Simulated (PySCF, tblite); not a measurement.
# C₃H₄BF₃S: geometry, infrared bands and NMR shifts

Wanted: the infrared bands and NMR shifts of C₃H₄BF₃S (`CS/C=C(\F)B(F)F`), by calculation.

Computed with tblite 0.8.0 and PySCF 2.14.0, with density-fitted response routines of our own, on a single molecule in the gas phase. Atoms count from 0, in the outputs and in this text.

### 1 Starting geometry

12 atoms, charge 0, multiplicity 1; geometry from: force field or distance geometry start.

Bonds of the start (Å): C0–S1 1.82, S1–C2 1.80, C2–C3 1.33, C3–F4 1.35, C3–B5 1.57, B5–F6 1.47, B5–F7 1.47, C0–H8 1.10, C0–H9 1.13, C0–H10 1.12, C2–H11 1.08.

### 2 Relaxing the molecule with GFN2-xTB

The job: settings as JSON, then the geometry in Å.

```
{"job": {"kind": "relax", "xc": "GFN2-xTB", "basis": "xTB"}, "charge": 0, "multiplicity": 1}
C     -2.284600     0.102300     0.445700
S     -1.418500    -0.891200    -0.811200
C      0.357200    -0.909500    -0.522000
C      0.963700     0.274300    -0.493700
F      0.323200     1.452700    -0.634900
B      2.518200     0.247600    -0.242700
F      3.140900     1.519700     0.149400
F      3.086400    -0.911700     0.454300
H     -1.591000     0.622100     1.119700
H     -3.051000    -0.526400     0.989600
H     -2.889300     0.882500    -0.080600
H      0.845900    -1.863000    -0.399500
```

The run is started by

```bash
> OMP_NUM_THREADS=1 python probes_run.py task.json out
```

This one command runs all jobs of the session in turn.

Output:

```text
step      E/eV     max force
  0    -738.65339    4.268
  1    -739.36087    2.641
  2    -739.59632    3.775
  3    -739.77450    1.050
  4    -739.83057    0.686
  5    -739.90905    0.632
  6    -739.92840    0.542
  7    -739.95864    0.457
  8    -739.96969    0.379
  9    -739.98107    0.295
 10    -739.98935    0.305
 11    -739.99947    0.288
 12    -740.00899    0.298
 13    -740.01999    0.328
 14    -740.03366    0.386
 15    -740.05002    0.368
 16    -740.06332    0.282
 17    -740.07205    0.265
 18    -740.07937    0.234
 19    -740.08687    0.307
 20    -740.09440    0.310
 21    -740.10061    0.215
 22    -740.10522    0.151
 23    -740.10968    0.181
 24    -740.11544    0.204
 25    -740.12122    0.169
 26    -740.12536    0.156
 27    -740.12837    0.166
 28    -740.13146    0.151
 29    -740.13550    0.166
 30    -740.14126    0.205
 31    -740.14859    0.256
 32    -740.15741    0.255
 33    -740.16642    0.303
 34    -740.17459    0.229
 35    -740.17934    0.218
 36    -740.18293    0.169
 37    -740.18703    0.136
 38    -740.19105    0.159
 39    -740.19426    0.132
 40    -740.19671    0.151
 41    -740.19923    0.138
 42    -740.20296    0.155
 43    -740.20786    0.155
 44    -740.21281    0.174
 45    -740.21434    0.304
 46    -740.21948    0.196
 47    -740.22203    0.168
 48    -740.22767    0.153
 49    -740.22986    0.118
 50    -740.23248    0.097
 51    -740.23376    0.078
 52    -740.23440    0.072
 53    -740.23506    0.042
 54    -740.23537    0.054
 55    -740.23556    0.048
 56    -740.23577    0.041
 57    -740.23617    0.046
 58    -740.23663    0.047
 59    -740.23703    0.044
 60    -740.23730    0.049
 61    -740.23757    0.050
 62    -740.23793    0.057
 63    -740.23838    0.062
 64    -740.23877    0.054
 65    -740.23898    0.027
 66    -740.23909    0.030
 67    -740.23917    0.033
 68    -740.23927    0.031
 69    -740.23940    0.036
 70    -740.23960    0.044
 71    -740.23981    0.039
 72    -740.23997    0.021
 73    -740.24004    0.020
 74    -740.24008    0.017
 75    -740.24013    0.015
 76    -740.24017    0.013
 77    -740.24020    0.013
 78    -740.24022    0.012
 79    -740.24024    0.012
 80    -740.24027    0.013
 81    -740.24030    0.013
 82    -740.24033    0.015
 83    -740.24035    0.014
 84    -740.24038    0.015
 85    -740.24041    0.015
 86    -740.24046    0.018
 87    -740.24050    0.017
 88    -740.24054    0.014
 89    -740.24056    0.012
 90    -740.24058    0.010
 91    -740.24059    0.008
```

Run time: 0.43 s. Hardware: 1 thread of Intel Xeon 6975P-C, shared host.

Relaxation path: (not every step is listed)

```
step  energy from step 0 (eV)  largest force (eV/Å)
   0                   0.0000                4.2676
   1                  -0.7075                2.6407
   2                  -0.9429                3.7748
   3                  -1.1211                1.0499
   4                  -1.1772                0.6864
   5                  -1.2557                0.6325
   6                  -1.2750                0.5418
   7                  -1.3053                0.4567
   8                  -1.3163                0.3794
  15                  -1.3966                0.3684
  22                  -1.4518                0.1514
  29                  -1.4821                0.1659
  36                  -1.5295                0.1692
  43                  -1.5545                0.1553
  50                  -1.5791                0.0967
  57                  -1.5828                0.0458
  64                  -1.5854                0.0539
  71                  -1.5864                0.0386
  78                  -1.5868                0.0121
  85                  -1.5870                0.0147
  86                  -1.5871                0.0178
  87                  -1.5871                0.0173
  88                  -1.5872                0.0136
  89                  -1.5872                0.0116
  90                  -1.5872                0.0104
  91                  -1.5872                0.0077
```

Distances of close pairs at the start and the end, largest changes first:

```
  bond  before (Å)  after (Å)  change (Å)
 B5–F6       1.470      1.315      -0.154
 B5–F7       1.467      1.324      -0.143
 S1–C2       1.799      1.718      -0.081
 C0–H9       1.131      1.085      -0.045
 C3–B5       1.575      1.540      -0.035
C0–H10       1.119      1.084      -0.034
 C2–C3       1.330      1.350      +0.019
 C3–F4       1.349      1.367      +0.018
```

The end geometry stands in the next job.

### 3 Harmonic vibrations with GFN2-xTB

The job: settings as JSON, then the geometry in Å.

```
{"job": {"kind": "ir", "xc": "GFN2-xTB", "basis": "xTB"}, "charge": 0, "multiplicity": 1}
C     -2.283186     0.153290     0.291485
S     -1.392561    -1.377897    -0.118752
C      0.266707    -0.943800    -0.223011
C      0.927805     0.221624    -0.059633
F      0.240734     1.359843     0.258004
B      2.455193     0.343142    -0.217294
F      3.129856     1.462802    -0.070040
F      3.188649    -0.715914    -0.522663
H     -1.936384     0.537758     1.244098
H     -3.330427    -0.124323     0.356949
H     -2.136214     0.885992    -0.494227
H      0.871026    -1.803201    -0.470944
```

Output:

```text
mode    cm-1     km/mol
  1      56.5      2.02
  2      68.6      0.01
  3     107.8      0.49
  4     170.3     13.18
  5     197.8      1.39
  6     204.6      3.52
  7     240.9      2.30
  8     328.2      1.76
  9     397.8      4.58
 10     413.3     23.54
 11     543.4     27.00
 12     555.2     59.97
 13     713.5     17.66
 14     755.4      2.06
 15     816.3      1.82
 16     838.5     87.13
 17     933.8      0.98
 18     956.4      0.37
 19    1044.6    110.60
 20    1235.2     66.35
 21    1266.7    314.54
 22    1315.0    171.64
 23    1317.6    806.42
 24    1439.8      7.36
 25    1440.7      6.93
 26    1559.0    254.59
 27    3052.8      0.45
 28    3064.3      0.87
 29    3064.9      0.90
 30    3094.3      0.22
```

Wall time 0.25 s (1 thread of Intel Xeon 6975P-C, shared host).

The strongest bands and the atoms that carry them (share of the mass-weighted mode):

```
cm⁻¹  km/mol                                atoms
 555    60.0                     B5 51 %, C3 40 %
 838    87.1            C2 42 %, S1 22 %, C3 16 %
1045   110.6           C3 40 %, F4 19 %, H11 12 %
1235    66.3                             H11 72 %
1267   314.5                     B5 67 %, F7 17 %
1315   171.6  H9 25 %, H10 23 %, H8 23 %, C0 11 %
1318   806.4            B5 50 %, C3 17 %, F6 12 %
1559   254.6                     C3 50 %, C2 48 %
```

### 4 Shielding tensors: PBE0/pcSseg-1

Same as in step 3 but for these lines:

```diff
@@ -1,2 +1,2 @@
-{"job": {"kind": "ir", "xc": "GFN2-xTB", "basis": "xTB"}, "charge": 0, "multiplicity": 1}
+{"job": {"kind": "nmr", "xc": "PBE0", "basis": "pcSseg-1"}, "charge": 0, "multiplicity": 1}
 C     -2.283186     0.153290     0.291485
```

With the program's defaults for keys left out, this is: GIAO PBE0/pcSseg-1 NMR shielding, non-relativistic, gas phase.

Output:

```text
coarse grid: 11712 points
cycle   1  E = -838.6055223510  dE =  9.964e-01  |g| = 7.108e-01  |ddm| = 3.216e+00
cycle   2  E = -838.5265473219  dE =  7.898e-02  |g| = 1.038e+00  |ddm| = 9.797e-01
cycle   3  E = -838.6849904777  dE = -1.584e-01  |g| = 6.704e-02  |ddm| = 6.054e-01
cycle   4  E = -838.6856657474  dE = -6.753e-04  |g| = 3.877e-02  |ddm| = 7.938e-02
cycle   5  E = -838.6860046978  dE = -3.390e-04  |g| = 7.185e-03  |ddm| = 3.963e-02
cycle   6  E = -838.6860144945  dE = -9.797e-06  |g| = 1.559e-03  |ddm| = 8.400e-03
final grid: 112880 points
cycle   7  E = -838.7504575406  dE = -5.894e-05  |g| = 8.540e-03  |ddm| = 2.762e-02
cycle   8  E = -838.7504424562  dE =  1.508e-05  |g| = 1.171e-02  |ddm| = 1.710e-02
cycle   9  E = -838.7504734706  dE = -3.101e-05  |g| = 1.094e-03  |ddm| = 1.096e-02
cycle  10  E = -838.7504736849  dE = -2.143e-07  |g| = 3.925e-04  |ddm| = 1.045e-03
cycle  11  E = -838.7504737170  dE = -3.208e-08  |g| = 1.028e-04  |ddm| = 3.368e-04
cycle  12  E = -838.7504737188  dE = -1.790e-09  |g| = 4.664e-05  |ddm| = 1.085e-04
cycle  13  E = -838.7504737193  dE = -5.175e-10  |g| = 6.410e-06  |ddm| = 5.077e-05
converged SCF energy = -838.7504737193

GIAO shielding tensors (ppm)
atom      isotropic    diamagn.    paramagn.     s11        s22        s33       span
  0 C      165.554     251.346     -85.792    151.252    163.709    181.701     30.449
  1 S      456.155    1055.825    -599.670    303.801    456.796    607.867    304.066
  2 C       43.957     261.662    -217.705    -81.062     62.416    150.516    231.578
  3 C       24.648     247.394    -222.747    -53.190     54.981     72.152    125.342
  4 F      337.140     476.866    -139.726    251.784    297.285    462.352    210.568
  5 B       80.045     194.451    -114.406     70.328     84.340     85.468     15.140
  6 F      266.538     466.286    -199.748    118.588    295.629    385.397    266.809
  7 F      270.001     467.945    -197.945    123.763    310.264    375.975    252.212
  8 H       28.549      30.774      -2.224     23.952     27.257     34.440     10.488
  9 H       29.836      28.369       1.466     24.956     26.975     37.576     12.620
 10 H       28.562      30.765      -2.203     23.998     27.229     34.460     10.462
 11 H       25.217      31.424      -6.207     22.178     23.078     30.394      8.216
```

Run time: 18 s. Hardware: 1 thread of Intel Xeon 6975P-C, shared host; peak memory 0.73 GiB.

The references, computed at this level on geometries of the same kind, shield at (ppm): 1H TMS 31.72, 13C TMS 186.9, 19F CFCl3 170.9, 11B BF3·OEt2 100.1, 33S CS2 504. Their shielding less the atom's gives the shift. The references are single molecules in the gas phase, so shifts against H2O, NH3, PH3, H3PO4 or CFCl3 are not on the usual liquid scales and can be off by tens of ppm. Atoms listed in one row are averaged.

```
      atoms                              environment  σ (ppm)  δ (ppm)  δ scaled to CDCl3
         C3          fully substituted alkene carbon     24.6    162.3              156.5
         C2                                alkene CH     44.0    143.0              133.2
         C0                methyl carbon bonded to S    165.6     21.4               14.5
        H11                 hydrogen on an alkene CH    25.22     6.50               6.23
H8, H9, H10  hydrogen on a methyl carbon bonded to S    28.98     2.73               2.68
         S1                           sulfide sulfur      456       48                  –
     F6, F7                     fluorine bonded to B    268.3    -97.3                  –
         F4                         vinylic fluorine    337.1   -166.2                  –
         B5                   boron bonded to C, 2 F     80.0     20.0                  –
```

The scaled column applies a straight-line fit of computed shieldings to shifts measured in CDCl3, with any fitted terms for Cl, Br or S neighbours, and one for carbons that bear F (root-mean-square error 0.16 ppm for H, 1.9 ppm for C).

Charges from the same density, by scheme (e):

```
 atoms  Mulliken    IAO  Hirshfeld  ESP fit
    C0     -0.38  -0.51      -0.12    -0.44
    S1      0.09   0.23       0.07    -0.02
    C2     -0.31  -0.28      -0.07    -0.32
    C3      0.08   0.05      -0.03     0.20
    F4     -0.30  -0.28      -0.08    -0.22
    B5      0.72   0.69       0.29     0.49
F6, F7     -0.29  -0.31      -0.14    -0.25
```

Mayer bond orders: C0–S1 0.99, S1–C2 1.16, C2–C3 1.61, C3–F4 0.89, C3–B5 1.01, B5–F6 1.14, B5–F7 1.08.

Orbitals, density, ELF and potential are computed afterwards from the orbital file.

Frontier orbitals at PBE0/pcSseg-1, with the share of their density that lies nearest to each atom:

```
orbital  energy (eV)                    lies on
   HOMO        -6.81   S1 47 %; C3 25 %; C2 8 %
   LUMO        -1.48  C2 28 %; B5 26 %; C3 16 %
```

ELF in a plane through or near 10 of the atoms.

Values, 10 rows by 14 columns:
```
0.00 0.00 0.00 0.00 0.00 0.00 0.00 0.00 0.00 0.00 0.00 0.00 0.00 0.00
0.00 0.00 0.00 0.00 0.00 0.00 0.00 0.00 0.00 0.00 0.00 0.00 0.00 0.00
0.00 0.00 0.05 0.36 0.36 0.00 0.33 0.15 0.00 0.00 0.00 0.00 0.00 0.00
0.00 0.00 0.50 0.62 0.77 0.02 0.86 0.82 0.02 0.12 0.06 0.01 0.00 0.00
0.00 0.00 0.11 0.52 0.28 0.88 0.46 0.40 0.08 0.61 0.59 0.92 0.09 0.00
0.00 0.00 0.42 0.78 0.30 0.75 0.72 0.36 0.41 0.52 0.95 1.00 0.45 0.00
0.00 0.00 0.43 0.84 0.65 0.16 0.75 0.83 0.75 0.36 0.06 0.16 0.00 0.00
0.00 0.00 0.02 0.19 0.04 0.88 1.00 0.14 0.70 0.91 0.26 0.00 0.00 0.00
0.00 0.00 0.00 0.00 0.00 0.22 0.47 0.02 0.51 0.58 0.09 0.00 0.00 0.00
0.00 0.00 0.00 0.00 0.00 0.00 0.00 0.00 0.00 0.00 0.00 0.00 0.00 0.00
```
The map spans 11.9 Å across and 8.9 Å up, centred on the molecule. Atoms in the plane (x, y in Å): C0 (2.3, 0.2), S1 (1.4, -1.4), C2 (-0.3, -1.0), C3 (-0.9, 0.2), F4 (-0.2, 1.4), B5 (-2.5, 0.3), F6 (-3.1, 1.4), F7 (-3.2, -0.8), H9 (3.4, -0.1), H11 (-0.9, -1.9).

On the surface of density 0.002 e/bohr³ the electrostatic potential runs, from the 1st to the 99th percentile, from -0.78 V near F6 to 1.48 V near B5.

### 5 Outcome

| quantity | value |
| --- | --- |
| strongest single infrared mode (GFN2-xTB) | 1318 cm⁻¹, 806 km/mol |
| zero-point energy (GFN2-xTB) | 44.6 kcal/mol |
| 13C shifts against TMS (PBE0/pcSseg-1) | 162.3, 143.0, 21.4 ppm |
| 1H shifts against TMS (PBE0/pcSseg-1, means over atoms taken as alike) | 6.50, 2.73 ppm |
| 33S shifts against CS2 (PBE0/pcSseg-1) | 48 ppm |
| 19F shifts against CFCl3 (PBE0/pcSseg-1, means over atoms taken as alike) | -97.3, -166.2 ppm |
| 11B shifts against BF3·OEt2 (PBE0/pcSseg-1) | 20.0 ppm |
| surface potential, 1st and 99th percentile | -0.78 V and 1.48 V |

In words: The optimisation took 91 steps and gained 1.587 eV; among the close pairs (by a distance rule), B5–F6 changed most, from 1.470 to 1.315 Å. No mode is imaginary among the 30: a minimum at this level. GFN2-xTB is a fitted tight-binding method: band positions and strengths are rough. Its intensities can rank the bands wrongly. H11 (hydrogen on an alkene CH) lies farthest downfield among hydrogen, at 6.50 ppm; a vinylic proton, deshielded by the sp2 carbon and the C=C anisotropy. At PBE0/pcSseg-1: Shielding is most anisotropic at S1 (span 304 ppm, paramagnetic term -600 ppm). At PBE0/pcSseg-1, counted by nearest atom on the grid, the HOMO lies on S1 47 %; C3 25 %, the LUMO on C2 28 %; B5 26 %.
